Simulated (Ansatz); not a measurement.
# Sb2Ru: the cost of one run

Computed with Ansatz 0.2.0 (DFT PBEsol, scalar-relativistic, plane waves, PAW).

2 further runs of the same task are left out: 2 set aside as unsound or not needed.

### Step 1. The system as given

Symmetry: Pnnm, No. 58, orthorhombic system. Conventional cell: a = 6.023 Å, b = 6.749 Å, c = 3.226 Å, α = 90.00°, β = 90.00°, γ = 90.00°. Sb (site symmetry m) is surrounded by 3 Ru at 2.65 to 2.68 Å and 1 Sb at 2.92 Å. Around Ru (site symmetry 2/m) lie 6 Sb at 2.65 to 2.68 Å.

Structure file:

```
CELL_PARAMETERS angstrom
6.02345 0.00000 0.00000
0.00000 6.74884 0.00000
0.00000 0.00000 3.22624
ATOMIC_POSITIONS crystal
Sb 0.18235 0.35771 0.00000
Sb 0.81765 0.64229 0.00000
Sb 0.68235 0.14229 0.50000
Sb 0.31765 0.85771 0.50000
Ru 0.00000 0.00000 0.00000
Ru 0.50000 0.50000 0.50000
```

It is the result of an earlier relaxation at this level (volume 21.86 Å³/atom; gap on the mesh: none (metal)).

### Step 2. The cell under PBEsol

File input.yaml:

```yaml
crystal:
  lattice:
    - [6.0234530039, 0.0, 0.0]
    - [0.0, 6.7488419149, 0.0]
    - [0.0, 0.0, 3.2262389354]
  atoms:
    - { symbol: Sb, position: [0.1823513396, 0.3577102177, 0.0] }
    - { symbol: Sb, position: [0.8176486604, 0.6422897823, 0.0] }
    - { symbol: Sb, position: [0.6823513396, 0.1422897823, 0.5] }
    - { symbol: Sb, position: [0.3176486604, 0.8577102177, 0.5] }
    - { symbol: Ru, position: [0.0, 0.0, 0.0] }
    - { symbol: Ru, position: [0.5, 0.5, 0.5] }
basis:
  ecutwfc: 420
kpoints:
  mp_grid: { grid: [6, 6, 12] }
hamiltonian:
  xc: pbesol
scf:
  occupations: { method: gaussian, width: 0.1 }
output:
  forces: true
  stress: true
  eigenvalues: true
relax:
  adjacent_minimum: "off"
  f_tol: 0.005
  max_steps: 50
  cell: { stress_tol: 0.05 }
```

Command:

```sh
$ ansatz run input.yaml --threads 2 --pin off --max-ram 5120MiB --backend cpu --events-out ev --progress --plain --runs-dir out
```

**Question.** How long does this run take on 2 threads of Arm Neoverse V1, shared host, and how much memory does it need?

About 3.5 min, with a peak of 0.84 GiB.
